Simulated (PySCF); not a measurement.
**WFOH: quintet, from a bent start**

Where does quintet WFOH go from a bent start, is the end point a minimum, and what are its modes, charges and moments?

Method: PBE0, basis W def2-TZVP with ECP60, F def2-TZVP, O def2-TZVP, H def2-TZVP, scalar-relativistic core potentials, no spin–orbit coupling, density fitting; program: PySCF 2.14.0.

### 1 The system as given

4 atoms, charge 0, spin multiplicity 5.

Bond lengths: W1–F2 2.010 Å, W1–O3 2.000 Å, O3–H4 0.960 Å. Angles: F2–W1–O3 110.0°, W1–O3–H4 130.0°.

Z-matrix (Å, degrees; charge 0 multiplicity 5):
```
W
F  1 2.0100
O  1 2.0000 2 110.00
H  3 0.9600 1 130.00 2 90.00
```

### 2 Finding the electronic state

One driver script runs all steps and calls PySCF; scf.py shows how it sets up the SCF of each step. The optimiser is the driver's own. After this first run the driver tries any further starts and a stability analysis.

Contents of scf.py:

```python
from pyscf import gto, scf, dft
mol = gto.M(atom='''
W      0.000000     0.000000     0.000000
F      1.646500     0.000000     1.152900
O     -1.638300     0.000000     1.147200
H     -2.143800     0.735400     1.501100''',
    basis={'W': 'def2-TZVP', 'F': 'def2-TZVP', 'O': 'def2-TZVP', 'H': 'def2-TZVP'},
    ecp={'W': 'def2-TZVP'},
    charge=0, spin=4)
mf = dft.UKS(mol, xc='PBE0')
mf.grids.atom_grid = (50, 194)
aux = {'W': 'def2-universal-JKFIT', 'F': 'def2-universal-JKFIT', 'O': 'def2-universal-JKFIT', 'H': 'def2-universal-JKFIT'}
mf = mf.density_fit(auxbasis=aux)
mf.conv_tol = 1e-08
mf.diis_space = 10
mf.max_cycle = 60
mf.init_guess = 'minao'
mf.verbose = 4
mf.kernel()
```

Launch:

```sh
OMP_NUM_THREADS=4 python axn.py task.json out
```

Log:

```text
init E= -223.551743493201
[... the frontier-level lines of each cycle are left out ...]
cycle= 1 E= -242.340735273102  delta_E= -18.8  |g|= 0.867  |ddm|= 4.98
cycle= 2 E= -238.467559488974  delta_E= 3.87  |g|= 3.12  |ddm|= 2.08
cycle= 3 E= -242.611441067683  delta_E= -4.14  |g|= 0.201  |ddm|= 1.72
cycle= 4 E= -242.621041592362  delta_E= -0.0096  |g|= 0.142  |ddm|= 0.355
cycle= 5 E= -242.629245899395  delta_E= -0.0082  |g|= 0.0613  |ddm|= 0.12
cycle= 6 E= -242.630476158013  delta_E= -0.00123  |g|= 0.0176  |ddm|= 0.0377
cycle= 7 E= -242.630627630556  delta_E= -0.000151  |g|= 0.00331  |ddm|= 0.016
cycle= 8 E= -242.630644361857  delta_E= -1.67e-05  |g|= 0.00177  |ddm|= 0.00979
cycle= 9 E= -242.630649710791  delta_E= -5.35e-06  |g|= 0.000573  |ddm|= 0.00553
cycle= 10 E= -242.630650975285  delta_E= -1.26e-06  |g|= 0.00024  |ddm|= 0.00296
cycle= 11 E= -242.630651260631  delta_E= -2.85e-07  |g|= 0.000106  |ddm|= 0.00142
cycle= 12 E= -242.630651331485  delta_E= -7.09e-08  |g|= 4.69e-05  |ddm|= 0.000777
cycle= 13 E= -242.630651341909  delta_E= -1.04e-08  |g|= 2.34e-05  |ddm|= 0.000263
cycle= 14 E= -242.630651345146  delta_E= -3.24e-09  |g|= 6.3e-06  |ddm|= 0.000195
Extra cycle  E= -242.630651345262  delta_E= -1.15e-10  |g|= 5.5e-06  |ddm|= 2.28e-05
converged SCF energy = -242.630651345262  <S^2> = 6.011972  2S+1 = 5.0047865
```

This step, with its further starts and checks, ran for 8.8 s (4 threads of Arm Neoverse V2, shared host).

Energies from each starting density:

```
                      start  energy (Eh)
    the minimal-basis guess  -242.630651
a thermally smeared density  -242.630651
      a smeared PBE density  -242.630651
```

The test of internal stability and the other starts found no lower solution of this spin.

### 3 Relaxation: bent start, quintet

The program finds C1 symmetry in the start. Threshold on the gradient: 0.0003 Eh/bohr, with a further test on the energy change.

Changes to scf.py since step 2:

```diff
@@ -3,4 +3,4 @@
-W      0.000000     0.000000     0.000000
-F      1.646500     0.000000     1.152900
-O     -1.638300     0.000000     1.147200
-H     -2.143800     0.735400     1.501100''',
+W     -0.013257    -0.003370    -0.189884
+F      1.633243    -0.003370     0.963016
+O     -1.651557    -0.003370     0.957316
+H     -2.157057     0.732030     1.311216''',
@@ -17 +16,0 @@
-mf.init_guess = 'minao'
```

The optimiser's trace:

```
step  energy (Eh)  change (kJ/mol)  largest gradient (Eh/bohr)
   0  -242.630651             0.00                     0.07745
   1  -242.648898           -47.91                     0.02818
   2  -242.653650           -60.38                     0.00791
   3  -242.654926           -63.73                     0.00988
   4  -242.655397           -64.97                     0.00795
   5  -242.655603           -65.51                     0.00131
   6  -242.655646           -65.62                     0.00075
   7  -242.655659           -65.66                     0.00052
   8  -242.655665           -65.67                     0.00033
   9  -242.655668           -65.68                     0.00014
  10  -242.655669           -65.68                     0.00007
```

The walk took 20 s.

End point (C1, 10 steps, 65.7 kJ/mol gained): O–H 0.963 Å, W–F 1.897 Å, W–O 1.900 Å; F–W–O 141.6°, H–O–W 122.4°.

### 4 Hessian and properties

The point is checked on the finer grid, and tightened if its gradient asks for it. The Hessian and the dipole derivatives come from central differences of analytic gradients, with steps of 0.02 bohr.

Changes to scf.py since step 3:

```diff
@@ -3,4 +3,4 @@
-W     -0.013257    -0.003370    -0.189884
-F      1.633243    -0.003370     0.963016
-O     -1.651557    -0.003370     0.957316
-H     -2.157057     0.732030     1.311216''',
+W     -0.015729     0.016208    -0.095420
+F      1.796291    -0.096085     0.457812
+O     -1.793884    -0.074317     0.569364
+H     -2.243827     0.690004     0.944782''',
@@ -11 +11 @@
-mf.grids.atom_grid = (50, 194)
+mf.grids.atom_grid = (75, 302)
@@ -14 +14 @@
-mf.conv_tol = 1e-08
+mf.conv_tol = 1e-10
```

This SCF starts from the last density.

Log of the central SCF (cycles and frontier levels):

```text
init E= -242.655658740878
[... the frontier-level lines of each cycle are left out ...]
cycle= 1 E= -242.655658740878  delta_E= -2.84e-13  |g|= 6.13e-07  |ddm|= 1.6e-06
Extra cycle  E= -242.655658740878  delta_E= -1.71e-13  |g|= 8.43e-07  |ddm|= 1.35e-06
converged SCF energy = -242.655658740878  <S^2> = 6.0111913  2S+1 = 5.0044745
```

The whole step took 65 s.

Geometry: C1; O–H 0.963 Å, W–F 1.898 Å, W–O 1.901 Å; F–W–O 142.0°, H–O–W 122.4°.

Harmonic modes (main isotopes):

```csv
symmetry,ω (cm⁻¹),IR (km/mol),μ (u)
a,112,1.8,9.61
a,438,90.2,1.18
a,636,157,19.57
a,692,197,3.41
a,701,24.1,1.42
a,3815,67.8,1.07
```

No imaginary mode, so this is a minimum.

Constants and moments:

* Dipole moment: 2.09 D
* Highest occupied level: -5.43 eV
* Lowest empty level: -2.43 eV
* Rotational constants: 1.36, 0.1421, 0.1299 cm⁻¹
* Zero-point energy: 38.3 kJ/mol
* Principal polarisabilities: 43.4, 46.0, 50.2 bohr³
* Atomisation energy without zero-point energy: 1444 kJ/mol
* Principal traceless quadrupole moments about the centre of mass: -8.82, 0.65, 8.17 D Å
* Entropy at 298.15 K and 1 bar (electronic part: spin only): 309.8 J/(mol K)
* Heat capacity Cp at 298.15 K: 58.2 J/(mol K)
* Enthalpy at 298.15 K above 0 K: 13.47 kJ/mol
* Rotational symmetry number: 1
* Spin squared ⟨S²⟩: 6.011

Charges (e) and bond orders:

```
atom  Mulliken  Löwdin  polar tensor  spin (Mulliken)  Mayer order to W1
  W1      0.76    0.49          1.09             4.04                  –
  F2     -0.45   -0.31         -0.63             0.00               0.90
  O3     -0.65   -0.34         -0.74            -0.06               1.10
  H4      0.33    0.15          0.28             0.02               0.02
```

Outer orbital energies (eV). α occupied: -11.80, -11.58, -10.38, -9.94, -6.90, -6.70, -6.61, -5.43; empty: -1.81, -0.31, -0.17, 0.76. β occupied: -31.32, -27.50, -14.24, -12.21, -11.43, -11.16, -10.17, -9.82; empty: -2.43, -1.02, -1.00, -0.37.

Mulliken populations on W1 (outside its core potential): s 2.79, p 6.22, d 4.15, f 0.07.

### 5 Outcome

```
                                          quantity                                                              value
                                           minimum                                                        quintet, C1
                                          geometry  O–H 0.963 Å, W–F 1.898 Å, W–O 1.901 Å; F–W–O 142.0°, H–O–W 122.4°
                                wavenumbers (cm⁻¹)              112 (a), 438 (a), 636 (a), 692 (a), 701 (a), 3815 (a)
                                     dipole moment                                                             2.09 D
highest occupied, lowest empty level (either spin)                                                    -5.43, -2.43 eV
                         polar-tensor charge of W1                                                            +1.09 e
                                 zero-point energy                                                        38.3 kJ/mol
                               entropy at 298.15 K                                                    309.8 J/(mol K)
         atomisation energy (no zero-point energy)                                                        1444 kJ/mol
                                              ⟨S²⟩                                                              6.011
```

In words: The bent start ends in a minimum without symmetry. The strongest infrared band lies at 692 cm⁻¹ (a). Most of the spin sits on W1 (Mulliken spin 4.04, against 4 for the whole molecule). Only this shape and spin were tried, so other structures or states may lie lower. One determinant may miss the lowest occupation of an open d or f shell. Spin–orbit coupling, left out here, can matter for elements this heavy.

The search up to here took 95 s.
